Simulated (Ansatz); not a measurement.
# TaRu: pressure up to the limit of the methods

How does TaRu answer strong compression? Methods of the runs shown: PAW. Its runs: atoms relaxed at the given volume (PAW); volume scaled by 1 (PAW); atoms relaxed at 0.9 of the volume (PAW); volume scaled by 0.9 (PAW); atoms relaxed at 0.8 of the volume (PAW); volume scaled by 0.8 (PAW); atoms relaxed at 0.4 of the volume (PAW); volume scaled by 0.4 (PAW).

Computed with Ansatz 0.2.0 (DFT, LDA, PAW with Ansatz's default frozen-core files, scalar-relativistic, unless a step's input says otherwise).

**1. The structure to begin with**

It takes space group Pm-3m (No. 221, cubic). Conventional cell: a = 3.179 Å, b = 3.179 Å, c = 3.179 Å, α = 90.00°, β = 90.00°, γ = 90.00°. Around Ta (site symmetry m-3m) lie 8 Ru at 2.75 Å. Around Ru (site symmetry m-3m) lie 8 Ta at 2.75 Å.

Coordinates:

```
CELL_PARAMETERS angstrom
3.17884 0.00000 0.00000
0.00000 3.17884 0.00000
0.00000 0.00000 3.17884
ATOMIC_POSITIONS crystal
Ta 0.50000 0.50000 0.50000
Ru 0.00000 0.00000 0.00000
```

Whether this phase is the stable one at these pressures isn't tested.

Atoms are numbered in the order of the input: Ta1, Ru2.

**2. Atoms relaxed at the given volume, PAW**

Contents of input.yaml:

```yaml
crystal:
  lattice:
    - [3.178842, 0.0, 0.0]
    - [0.0, 3.178842, 0.0]
    - [0.0, 0.0, 3.178842]
  atoms:
    - { symbol: Ta, position: [0.5, 0.5, 0.5] }
    - { symbol: Ru, position: [0.0, 0.0, 0.0] }
kpoints:
  mp_grid: { grid: [11, 11, 11] }
scf:
  occupations: { method: fermi_dirac, width: 0.05 }
hamiltonian:
  xc: lda
  pseudopotentials: { kind: paw }
output:
  forces: true
  stress: true
relax:
  f_tol: 0.01
  max_steps: 30
```

On the command line:

```console
ansatz run input.yaml --threads 1 --pin off --max-ram 2048MiB --backend cpu --events-out ev --progress --plain --runs-dir out
```

After this run come: Volume scaled by 1, PAW; Atoms relaxed at 0.9 of the volume, PAW; Volume scaled by 0.9, PAW; Atoms relaxed at 0.8 of the volume, PAW; Volume scaled by 0.8, PAW; Atoms relaxed at 0.4 of the volume, PAW; Volume scaled by 0.4, PAW.

What does the calculation give? Wanted: PAW pressure at 0.4 of the volume; fitted bulk modulus at zero pressure.

The runs gave:

| quantity | value |
| --- | --- |
| PAW pressure at 0.4 of the volume | 1438.6 GPa |
| fitted bulk modulus at zero pressure (PAW) | 288 GPa |
| its pressure derivative | 4.05 |

In words: By PAW the pressure climbs to 1439 GPa at 0.4 of the first volume. One third-order Birch-Murnaghan curve follows these points (B₀ = 288 GPa, B′ = 4.05, misfit at most 0.30 GPa). A fit over so wide a range leans to the high pressures, so B₀ can be off by several per cent. No all-electron run checks these rows here, and frozen cores can fail under such compression. The ions are at rest, and the electrons smeared by 0.05 eV. Spin-orbit coupling is left out, though the cell holds Ta; in elements this heavy it can shift bands and gaps by tenths of an eV.
